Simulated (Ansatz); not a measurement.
# WCl6: how energies converge with the basis set

One table from this session's results is given with a row withheld; the runs are named, their logs left out.

Program: Ansatz 0.2.0, Gaussian basis. Level of theory: one geometry, several basis sets. These are calculated values, not measurements.

Plan: PBE0-D4/def2-SVP; ωB97M-V/def2-SVP; PBE0-D4/def2-QZVPP; ωB97M-V/def2-QZVPP; the functionals' def2-TZVPP values are taken from earlier runs.

## Structure used throughout

All runs share one geometry, relaxed beforehand with PBE0-D4 in a triple-zeta def2 set. W takes the def2 core potential; no spin-orbit term is included.

SMILES `[Cl][W]([Cl])([Cl])([Cl])([Cl])[Cl]`, 7 atoms, charge 0, spin multiplicity 1.

Atoms are counted from 1 here; the program's logs count them from 0.

Bond lengths: Cl1–W2 2.287 Å, W2–Cl3 2.287 Å, W2–Cl4 2.287 Å, W2–Cl5 2.287 Å, W2–Cl6 2.287 Å, W2–Cl7 2.287 Å. Angles: Cl1–W2–Cl3 90.0°, Cl1–W2–Cl4 90.0°, Cl1–W2–Cl5 180.0°, Cl1–W2–Cl6 90.0°, Cl1–W2–Cl7 90.0°, Cl3–W2–Cl4 180.0°, Cl3–W2–Cl5 90.0°, Cl3–W2–Cl6 90.0°, Cl3–W2–Cl7 90.0°, Cl4–W2–Cl5 90.0°, Cl4–W2–Cl6 90.0°, Cl4–W2–Cl7 90.0°, Cl5–W2–Cl6 90.0°, Cl5–W2–Cl7 90.0°, Cl6–W2–Cl7 180.0°.

Set-up of the first run:

Contents of in.yaml:

```yaml
crystal:
  periodic: [false, false, false]
  atoms:
    - {symbol: Cl, position_ang: [-1.314492, -1.469937, 1.158998]}
    - {symbol: W, position_ang: [0.000002, 0.000000, 0.000001]}
    - {symbol: Cl, position_ang: [1.112910, 0.525001, 1.928126]}
    - {symbol: Cl, position_ang: [-1.112941, -0.525000, -1.928104]}
    - {symbol: Cl, position_ang: [1.314506, 1.469914, -1.159014]}
    - {symbol: Cl, position_ang: [-1.505065, 1.672019, 0.413514]}
    - {symbol: Cl, position_ang: [1.505090, -1.671997, -0.413519]}
basis:
  gaussian: {orbitals: def2-SVP}
hamiltonian: {xc: pbe0, dispersion: d4}
output: {orbitals: {seedname: orbitals}}
```

The run is started by

```bash
ansatz run in.yaml --threads 2 --pin off --events-out ev --progress --plain --max-ram 32768MiB --backend cpu
```

Among the steps run: PBE0-D4 in def2-SVP; ωB97M-V in def2-SVP; PBE0-D4 in def2-QZVPP; ωB97M-V in def2-QZVPP.

One of the session's tables, all rows but one given; the rest of the session is left out.

It belongs to the step «Functionals by basis». 

| functional | basis | HOMO (eV) | LUMO (eV) |
| --- | --- | --- | --- |
| PBE0-D4 | def2-SVP | ? | ? |
| PBE0-D4 | def2-TZVPP | -9.15 | -5.14 |
| PBE0-D4 | def2-QZVPP | -9.16 | -5.15 |
| ωB97M-V | def2-SVP | -11.39 | -3.44 |
| ωB97M-V | def2-TZVPP | -11.34 | -3.33 |
| ωB97M-V | def2-QZVPP | -11.35 | -3.36 |

Estimate the missing values for PBE0-D4, def2-SVP.

As computed: HOMO (eV): -9.25; LUMO (eV): -5.28. In the column «HOMO (eV)» it lies between ωB97M-V, def2-TZVPP (-11.34) and PBE0-D4, def2-QZVPP (-9.16).
